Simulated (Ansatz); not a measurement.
**C3H9Sn+: basis-set convergence**

The task here is to estimate one member of a computed series from the others.

Computed with Ansatz 0.2.0, Gaussian basis. Level: one geometry, several basis sets.

Levels to be run: PBE0-D4/def2-SVP; ωB97M-V/def2-SVP; PBE0-D4/def2-QZVPP; ωB97M-V/def2-QZVPP; the functionals' def2-TZVPP values are taken from earlier runs.

**The relaxed structure**

The geometry comes from an earlier relaxation with PBE0-D4 in a triple-zeta def2 set; it is a stationary point, not always the lowest conformer. Sn takes the def2 core potential; no spin-orbit term is included.

13 atoms, charge 1, spin multiplicity 1.

Atoms are counted from 1 here; the program's logs count them from 0.

Bond lengths: C1–Sn2 2.109 Å, C1–H5 1.092 Å, C1–H6 1.092 Å, C1–H7 1.088 Å, Sn2–C3 2.109 Å, Sn2–C4 2.108 Å, C3–H8 1.092 Å, C3–H9 1.088 Å, C3–H10 1.092 Å, C4–H11 1.092 Å, C4–H12 1.092 Å, C4–H13 1.088 Å. Angles: Sn2–C1–H5 108.6°, Sn2–C1–H6 108.7°, Sn2–C1–H7 110.7°, H5–C1–H6 108.2°, H5–C1–H7 110.3°, H6–C1–H7 110.3°, C1–Sn2–C3 118.8°, C1–Sn2–C4 119.9°, C3–Sn2–C4 121.3°, Sn2–C3–H8 108.7°, Sn2–C3–H9 110.7°, Sn2–C3–H10 108.6°, H8–C3–H9 110.4°, H8–C3–H10 108.2°, H9–C3–H10 110.3°, Sn2–C4–H11 108.5°, Sn2–C4–H12 108.5°, Sn2–C4–H13 110.8° and more.

Set-up of the first run:

The input, in.yaml:

```yaml
crystal:
  periodic: [false, false, false]
  atoms:
    - {symbol: C, position_ang: [-0.595429, 1.825559, -0.817700]}
    - {symbol: Sn, position_ang: [0.000099, -0.024664, 0.001129]}
    - {symbol: C, position_ang: [1.376092, -0.034349, 1.599089]}
    - {symbol: C, position_ang: [-0.781140, -1.820008, -0.780753]}
    - {symbol: H, position_ang: [0.291976, 2.347726, -1.182661]}
    - {symbol: H, position_ang: [-1.044863, 2.429511, -0.026151]}
    - {symbol: H, position_ang: [-1.305858, 1.676878, -1.628535]}
    - {symbol: H, position_ang: [2.288100, 0.473886, 1.278024]}
    - {symbol: H, position_ang: [1.599533, -1.053590, 1.907955]}
    - {symbol: H, position_ang: [0.946823, 0.528129, 2.431455]}
    - {symbol: H, position_ang: [-0.529890, -1.874657, -1.842510]}
    - {symbol: H, position_ang: [-1.869364, -1.794531, -0.688326]}
    - {symbol: H, position_ang: [-0.376088, -2.679879, -0.251017]}
basis:
  gaussian: {orbitals: def2-SVP}
total_charge: 1
hamiltonian: {xc: pbe0, dispersion: d4}
output: {orbitals: {seedname: orbitals}}
```

Launch:

```sh
$ ansatz run in.yaml --threads 2 --pin off --events-out ev --progress --plain --max-ram 32768MiB --backend cpu
```

Among the steps run: PBE0-D4 in def2-SVP; ωB97M-V in def2-SVP; PBE0-D4 in def2-QZVPP; ωB97M-V in def2-QZVPP.

One of the session's tables, all rows but one given; the rest of the session is left out.

It belongs to the step «Density functionals: the series». 

| functional | basis | HOMO (eV) | LUMO (eV) |
| --- | --- | --- | --- |
| PBE0-D4 | def2-SVP | ? | ? |
| PBE0-D4 | def2-TZVPP | -13.43 | -7.38 |
| PBE0-D4 | def2-QZVPP | -13.43 | -7.37 |
| ωB97M-V | def2-SVP | -15.65 | -5.61 |
| ωB97M-V | def2-TZVPP | -15.57 | -5.57 |
| ωB97M-V | def2-QZVPP | -15.56 | -5.56 |

**Question.** Estimate the row for PBE0-D4, def2-SVP.

**Answer.** HOMO (eV): -13.52; LUMO (eV): -7.44. In the column «HOMO (eV)» it lies between ωB97M-V, def2-QZVPP (-15.56) and PBE0-D4, def2-TZVPP (-13.43).
